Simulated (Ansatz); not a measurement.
**CH4ClFSSi: one species, many methods**

An exercise on one series of results from a longer session: the logs are not shown, and one member is left open.

The runs use Ansatz 0.2.0, Gaussian basis; functionals in def2-TZVPP, the program's frozen cores in correlated methods.

Levels to be run: LDA (SPW92), PBE-D4, revPBE-D4, BLYP-D4, r2SCAN-D4, B97M-V, PBE0-D4, B3LYP-D4, r2SCANh-D4, r2SCAN0-D4, HSE06-D4, BHLYP-D4, CAM-B3LYP-D4, LC-ωPBE, ωB97X-V, ωB97M-V, B2PLYP, PBE-QIDH; CCSD(T)/def2-SVP; CCSD(T)/def2-TZVPP; MP2/def2-QZVPP; extrapolation to the limit; RPA on PBE.

## Structure used throughout

The geometry comes from an earlier relaxation with PBE0-D4 in a triple-zeta def2 set; it is a stationary point, not always the lowest conformer.

SMILES `C[Si](F)(S)Cl`, 9 atoms, charge 0, spin multiplicity 1.

Atoms are counted from 1 here; the program's logs count them from 0.

Bond lengths: C1–Si2 1.843 Å, C1–H6 1.092 Å, C1–H7 1.093 Å, C1–H8 1.091 Å, Si2–F3 1.593 Å, Si2–S4 2.117 Å, Si2–Cl5 2.040 Å, S4–H9 1.346 Å. Angles: Si2–C1–H6 110.0°, Si2–C1–H7 110.4°, Si2–C1–H8 110.5°, H6–C1–H7 108.4°, H6–C1–H8 108.9°, H7–C1–H8 108.6°, C1–Si2–F3 107.8°, C1–Si2–S4 114.8°, C1–Si2–Cl5 111.2°, F3–Si2–S4 110.1°, F3–Si2–Cl5 107.5°, S4–Si2–Cl5 105.2°, Si2–S4–H9 93.0°.

Set-up of the first run:

Input file in.yaml:

```yaml
crystal:
  periodic: [false, false, false]
  atoms:
    - {symbol: C, position_ang: [-0.227948, -0.923190, -0.725247]}
    - {symbol: Si, position_ang: [0.536138, 0.480454, 0.193224]}
    - {symbol: F, position_ang: [1.580012, -0.127508, 1.231285]}
    - {symbol: S, position_ang: [-0.839127, 1.736941, 1.198375]}
    - {symbol: Cl, position_ang: [1.567069, 1.712151, -1.065146]}
    - {symbol: H, position_ang: [0.548600, -1.515623, -1.214471]}
    - {symbol: H, position_ang: [-0.777376, -1.572727, -0.039543]}
    - {symbol: H, position_ang: [-0.919507, -0.552073, -1.483013]}
    - {symbol: H, position_ang: [-1.379258, 0.715074, 1.887437]}
basis:
  gaussian: {orbitals: def2-TZVPP}
hamiltonian: {xc: lda}
output: {orbitals: {seedname: orbitals}}
```

Among the steps run: LDA; PBE-D4 (GGA); revPBE-D4 (GGA); BLYP-D4 (GGA); r2SCAN-D4 (meta-GGA); B97M-V (meta-GGA); PBE0-D4 (hybrid); B3LYP-D4 (hybrid); r2SCANh-D4 (hybrid); r2SCAN0-D4 (hybrid); HSE06-D4 (hybrid); BHLYP-D4 (hybrid); CAM-B3LYP-D4 (range-separated); LC-ωPBE-D4 (range-separated; the results give it without D4); ωB97X-V (range-separated); ωB97M-V (range-separated); B2PLYP (double hybrid); PBE-QIDH (double hybrid).

One table of the session follows, with a row left open; its other results are not shown here.

It belongs to the step «Orbital energies across the functionals». 

```
  functional  HOMO (eV)  gap (eV)
 LDA (SPW92)      -6.81      5.92
      PBE-D4      -6.68      5.95
   revPBE-D4      -6.63      5.98
     BLYP-D4      -6.50      5.84
   r2SCAN-D4      -6.99      6.63
      B97M-V      -7.07      6.54
     PBE0-D4      -7.96      8.16
    B3LYP-D4      -7.69      7.60
  r2SCANh-D4      -7.46      7.43
  r2SCAN0-D4      -8.16      8.61
    HSE06-D4      -7.56      7.38
    BHLYP-D4      -9.08     10.10
CAM-B3LYP-D4      -9.30     10.46
     LC-ωPBE     -10.75     13.20
     ωB97X-V     -10.36     12.62
     ωB97M-V          ?         ?
```

**Question.** Estimate the row for ωB97M-V.

The run gave: HOMO (eV): -10.18; gap (eV): 12.12. In the column «HOMO (eV)» it lies between ωB97X-V (-10.36) and CAM-B3LYP-D4 (-9.30).
